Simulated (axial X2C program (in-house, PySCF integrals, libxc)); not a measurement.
# A two-component session on PdB: properties at the nuclei

Wanted for PdB: properties at the nuclei, at the two-component level.

The runs use an in-house X2C program for linear molecules on PySCF integrals; two-component X2C with atomic mean-field terms, Pd dyall-cv3z, B dyall-v3z.

All values are calculated.

### Step 1. Set-up

File task.json:

```json
{"zs": [46, 5], "q": 0, "bas": ["dyall-cv3z", "dyall-v3z"], "r0": 2.05, "levels": ["PBE0", "HF", "TPSSh", "r2SCAN", "LDA"], "nst": 3}
```

Keys: zs atomic numbers; q charge; bas basis sets; r0 starting distance in Å; levels methods (HF also brings MP2); nst determinants followed.

Command:

```console
$ python soeom.py task.json out
```

After this run come: Expectation values, lowest determinant; Expectation values, a higher determinant.

What does the calculation give? Wanted: lowest determinant; Eeff magnitude; Ws magnitude Pd; A∥/gI Pd; qzz Pd; higher determinant (for each run or level that gives them).

**Answer**, as computed:

| quantity | value |
| --- | --- |
| lowest determinant | Ω = 1/2 (excess of +ω over −ω: ω = 1/2) |
| Eeff magnitude (GV/cm), PBE0 | 0.87 |
| Ws magnitude Pd (kHz), PBE0 | 1.01 |
| A∥/gI Pd (MHz), PBE0 | 5700 |
| qzz Pd (a.u.), PBE0 | 2.10 |
| higher determinant | Ω = 3/2 (excess of +ω over −ω: ω = 3/2) |
| Eeff magnitude (GV/cm), PBE0, higher determinant | 0.164 |
| Ws magnitude Pd (kHz), PBE0, higher determinant | 0.169 |
| A∥/gI Pd (MHz), PBE0, higher determinant | -41.7 |
| qzz Pd (a.u.), PBE0, higher determinant | 2.20 |

In the first state, the effective field runs from 0.0526 to 3.9 GV/cm over the mean-field levels, so the levels don't agree on it. The expectation values come from single determinants, which for open shells can mix terms of unlike spin or miss the lowest Ω, so a determinant need not be a state. Eeff is the effective electric field on the electron dipole moment in this Ω state and Ws the scalar–pseudoscalar constant (defined with the proton number Z and per Ω); A∥ is the parallel hyperfine constant, which follows by multiplying with the nuclear g factor gI = μI/(I μN); qzz is the electric field gradient, eQq0 = 234.96 MHz × Q/barn × qzz; μ is positive if B is the positive end. The operators were transformed with the bare-nucleus X2C matrices.
